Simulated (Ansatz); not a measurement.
# ClF₂HOZr: small, medium and large basis sets

An exercise on one series of results from a longer session: the logs are not shown, and one member is left open.

The runs use Ansatz 0.2.0, Gaussian basis; one geometry, several basis sets.

Plan: PBE0-D4/def2-SVP; ωB97M-V/def2-SVP; PBE0-D4/def2-QZVPP; ωB97M-V/def2-QZVPP; the functionals' def2-TZVPP values are taken from earlier runs.

**The relaxed structure**

The geometry comes from an earlier relaxation with PBE0-D4 in a triple-zeta def2 set; it is a stationary point. Zr takes the def2 core potential; no spin-orbit term is included.

6 atoms, charge 0, spin multiplicity 1.

Atoms are counted from 1 here; the program's logs count them from 0.

Bond lengths: O1–Zr2 1.891 Å, O1–H6 0.953 Å, Zr2–F3 1.897 Å, Zr2–F4 1.897 Å, Zr2–Cl5 2.354 Å. Angles: Zr2–O1–H6 178.4°, O1–Zr2–F3 109.3°, O1–Zr2–F4 109.3°, O1–Zr2–Cl5 110.1°, F3–Zr2–F4 108.7°, F3–Zr2–Cl5 109.7°, F4–Zr2–Cl5 109.7°.

Set-up of the first run:

Contents of in.yaml:

```yaml
crystal:
  periodic: [false, false, false]
  atoms:
    - {symbol: O, position_ang: [-0.916188, 0.247961, 1.075910]}
    - {symbol: Zr, position_ang: [0.299063, -0.174870, -0.309883]}
    - {symbol: F, position_ang: [1.948493, -0.722576, 0.449587]}
    - {symbol: F, position_ang: [-0.400750, -1.604343, -1.341513]}
    - {symbol: Cl, position_ang: [0.642179, 1.704155, -1.684986]}
    - {symbol: H, position_ang: [-1.530799, 0.485772, 1.764786]}
basis:
  gaussian: {orbitals: def2-SVP}
hamiltonian: {xc: pbe0, dispersion: d4}
output: {orbitals: {seedname: orbitals}}
```

Launch:

```sh
ansatz run in.yaml --threads 4 --pin off --events-out ev --progress --plain --max-ram 10444MiB
```

Among the steps run: PBE0-D4 in def2-SVP; ωB97M-V in def2-SVP; PBE0-D4 in def2-QZVPP; ωB97M-V in def2-QZVPP.

One table of the session follows, with a row left open; its other results are not shown here.

It belongs to the step «Density functionals: the series». 

```
functional       basis  HOMO (eV)
   PBE0-D4    def2-SVP      -9.36
   PBE0-D4  def2-TZVPP      -9.48
   PBE0-D4  def2-QZVPP      -9.50
   ωB97M-V    def2-SVP          ?
   ωB97M-V  def2-TZVPP     -11.75
   ωB97M-V  def2-QZVPP     -11.78
```

**Question.** Estimate the row for ωB97M-V, def2-SVP.

**Answer.** HOMO (eV): -11.59. In the column «HOMO (eV)» it lies between ωB97M-V, def2-TZVPP (-11.75) and PBE0-D4, def2-QZVPP (-9.50).
